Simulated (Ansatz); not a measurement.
# BGePH (doublet): wave-function methods side by side at distance Ge2–H4 = 2.454 Å, cc-pVDZ

An exercise on one series of results from a longer session: the logs are not shown, and one member is left open.

Program: Ansatz 0.2.0, Gaussian basis. Level of theory: cc-pVDZ, core rule «outside noble gas», up to 20 orbitals frozen. These are calculated values, not measurements.

To be run: UHF; CCSD(T) on ROHF; CCSD(T) on UHF; BCCD(T) on ROHF; CISD; CCSDT(Q) on ROHF; CCSDT(Q) on UHF; CASSCF and MRCISD+Q, 3 electrons in 3 orbitals; CASSCF and NEVPT2, 3 electrons in 3 orbitals; CASSCF and MRCISD+Q, 9 electrons in 9 orbitals; CASSCF and NEVPT2, 9 electrons in 9 orbitals.

21 further runs of the same task are left out: 2 for a mislabelled method, 13 that didn't finish, 6 set aside as unsound or not needed.

### The system

The geometry derives from a PBE0/def2-TZVP stationary point (not a proven minimum). One bond is set to the value named and the two fragments are kept rigid. No spin-orbit coupling is included. The filled d shell of Ge may be among the frozen orbitals whatever the setting's name suggests; the logs give the count.

4 atoms, charge 0, spin multiplicity 2.

Atoms are counted from 1 here; the program's logs count them from 0.

Bond lengths: B1–Ge2 2.043 Å, B1–P3 1.739 Å, Ge2–P3 2.391 Å. Angles: Ge2–B1–P3 78.0°, B1–Ge2–P3 45.3°, B1–P3–Ge2 56.7°.

The first run:

Contents of in.yaml:

```yaml
crystal:
  periodic: [false, false, false]
  atoms:
    - {symbol: B, position_ang: [0.000000, -1.254718, -0.806340]}
    - {symbol: Ge, position_ang: [0.000000, 0.025434, 0.785401]}
    - {symbol: P, position_ang: [0.000000, 0.297731, -1.590407]}
    - {symbol: H, position_ang: [0.000000, 2.475775, 0.919350]}
basis:
  gaussian: {orbitals: cc-pVDZ}
magnetization: {spin_polarized: true, initial_magnetization: 1}
hamiltonian: {xc: hf}
output: {orbitals: {seedname: orbitals}}
```

Command:

```bash
$ ansatz run in.yaml --threads 1 --pin off --events-out ev --progress --plain --max-ram 2393MiB
```

Steps of the session up to this table: UHF; CCSD(T) on ROHF; CCSD(T) on UHF; BCCD(T) on ROHF; CISD; CCSDT(Q) on ROHF; CCSDT(Q) on UHF; CASSCF and MRCISD+Q, 3 electrons in 3 orbitals; CASSCF and NEVPT2, 3 electrons in 3 orbitals; CASSCF and MRCISD+Q, 9 electrons in 9 orbitals; CASSCF and NEVPT2, 9 electrons in 9 orbitals.

One table of the session follows, with a row left open; its other results are not shown here.

It belongs to the step «Misses and costs». 

```
       method  from RCCSDT(Q) (meV)
          UHF               +8433.9
         RMP2               +1485.9
         UMP2               +1664.4
         CISD               +1852.5
        RCCSD                +740.7
        UCCSD                +684.4
     RCCSD(T)                     ?
     UCCSD(T)                +150.6
      BCCD(T)                +123.5
       RCCSDT                 +74.4
       UCCSDT                 +64.0
    RCCSDT(Q)                     0
    UCCSDT(Q)                  -7.7
  CASSCF pair               +8154.3
  NEVPT2 pair               +1335.8
  MRCISD pair               +1486.8
MRCISD+Q pair                +418.1
```

Estimate the missing values for RCCSD(T).

The run gave: from RCCSDT(Q) (meV): +107.0. In the column «from RCCSDT(Q) (meV)» it lies between RCCSDT (+74.4) and BCCD(T) (+123.5).

Not comparable, so not listed: CASSCF and MRCISD+Q, 9 electrons in 9 orbitals (they don't share determinant, frozen orbitals or solution with the rows shown, or repeat one).

Caveats from the session: The determinant is far from a pure spin state, so its energy mixes those of several spin states (harmless only where they are near-degenerate, as at dissociation). Left out of the table: CASSCF frontier, NEVPT2 frontier (the active space lost an orbital or holds another state than full CI finds). Left out of the table: ROHF (another determinant or state than the rows shown). Warnings: spin contamination; coupled cluster took another determinant than the lowest; large T1 diagnostic. Restricted and unrestricted rows rest on different reference determinants; where their highest levels disagree by more than a few hundredths of an eV, they describe different states and don't form one ladder. Warnings in the runs' records: passed over end.
